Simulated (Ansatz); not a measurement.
Consider a ranking of polymorphs by energy of 2 structures of TiRh (Ansatz 0.2.0, Python API).

Script `polymorphs_tirh.py`:
```python
"""Relative energies of TiRh phases, after relaxing cells and atoms."""

import warnings

import ansatz as az
import numpy as np
import spglib

PHASES = {
    "P4/mmm": (
        [(2.988, 0.0, 0.0), (0.0, 2.988, 0.0), (0.0, 0.0, 3.35)],
        [
            ("Ti", (0.5, 0.5, 0.5)),
            ("Rh", (0.0, 0.0, 0.0)),
        ],
    ),
    "Pm-3m": (
        [(3.1152, 0.0, 0.0), (0.0, 3.1152, 0.0), (0.0, 0.0, 3.1152)],
        [
            ("Ti", (0.5, 0.5, 0.5)),
            ("Rh", (0.0, 0.0, 0.0)),
        ],
    ),
}


def build(vectors, sites):
    crystal = az.Crystal(lattice=az.Lattice.of(vectors))
    for symbol, position in sites:
        crystal = crystal.atom(symbol, position)
    return crystal


def run_phase(name, crystal):
    calc = (
        crystal.calculation()
        .scf(tolerance=1e-09)
        .functional("pbesol")
        .basis(470)
        .kpoints(spacing=0.16)
        .occupations("cold", width=0.05)
        .stress()
        .band_table()
    )
    calc = calc.relax(force_tolerance=0.02, max_steps=60, cell=True)
    return calc.run()


def pressure_gpa(outcome):
    return float(np.trace(outcome.report["stress_gpa"]) / 3)


def space_group(outcome):
    sites = outcome.report["lattice"]["sites"]
    kinds = sorted({site["symbol"] for site in sites})
    cell = (outcome.lattice.cell_ang, [site["position_frac"] for site in sites], [kinds.index(site["symbol"]) for site in sites])
    return spglib.get_spacegroup(cell, symprec=0.01)


def volume_per_atom(outcome):
    return abs(np.linalg.det(outcome.lattice.cell_ang)) / len(outcome.lattice.sites)


def main() -> None:
    warnings.simplefilter("ignore", az.DeckWarning)

    phases = {name: build(*cell) for name, cell in PHASES.items()}

    done = {}
    for name, crystal in phases.items():
        done[name] = run_phase(name, crystal)
        print(f"{name}: {done[name].report['energy_sigma0_ev']:.4f} eV, {len(done[name].lattice.sites)} atoms")

    energy = {name: o.report["energy_sigma0_ev"] / len(o.lattice.sites) for name, o in done.items()}
    lowest = min(energy.values())
    rows = [(name, len(o.lattice.sites), 1000 * (energy[name] - lowest), pressure_gpa(o), space_group(o), volume_per_atom(o)) for name, o in done.items()]
    rows.sort(key=lambda row: row[2])
    print("     phase       atoms  dE (meV/atom)     P (GPa)  space group  V (A^3/atom)")
    for row in rows:
        print(f"{str(row[0]):>10}  {row[1]:10d}  {row[2]:13.1f}  {row[3]:10.2f}  {str(row[4]):>11}  {row[5]:12.3f}")


if __name__ == "__main__":
    main()
```

Which of these structures comes out lowest, and how far apart are they?

By space group at the end of each run: P4/mmm (+0 meV an atom, 14.4 Å³) and Pm-3m (+22 meV an atom, 14.5 Å³).

The output:

Running `python polymorphs_tirh.py` prints:
```text
P4/mmm: -8814.1360 eV, 2 atoms
Pm-3m: -8814.0927 eV, 2 atoms
     phase       atoms  dE (meV/atom)     P (GPa)  space group  V (A^3/atom)
    P4/mmm           2            0.0       -0.02  P4/mmm (123)        14.427
     Pm-3m           2           21.7       -0.01  Pm-3m (221)        14.486
```

Caveats:
- Total energies depend on the potentials; only differences at equal settings carry meaning.
- Spin is left out of this run.
- The program warned that this SCF threshold is loose for forces or stresses.
- Pressure is positive in compression.
- The cells come from databases of deposited and of computed structures, and not all need be stable phases.
- The ranking holds among these structures alone, at zero temperature; the ground state may be another structure. Differences under 10 to 15 meV an atom lie within the error of mesh and functional.
- The script silences the warnings on its input, which a real study should read.
- Wall time of the script: 55 s on 1 thread of Arm Neoverse V2, with other jobs on the host, peak memory 0.52 GiB.
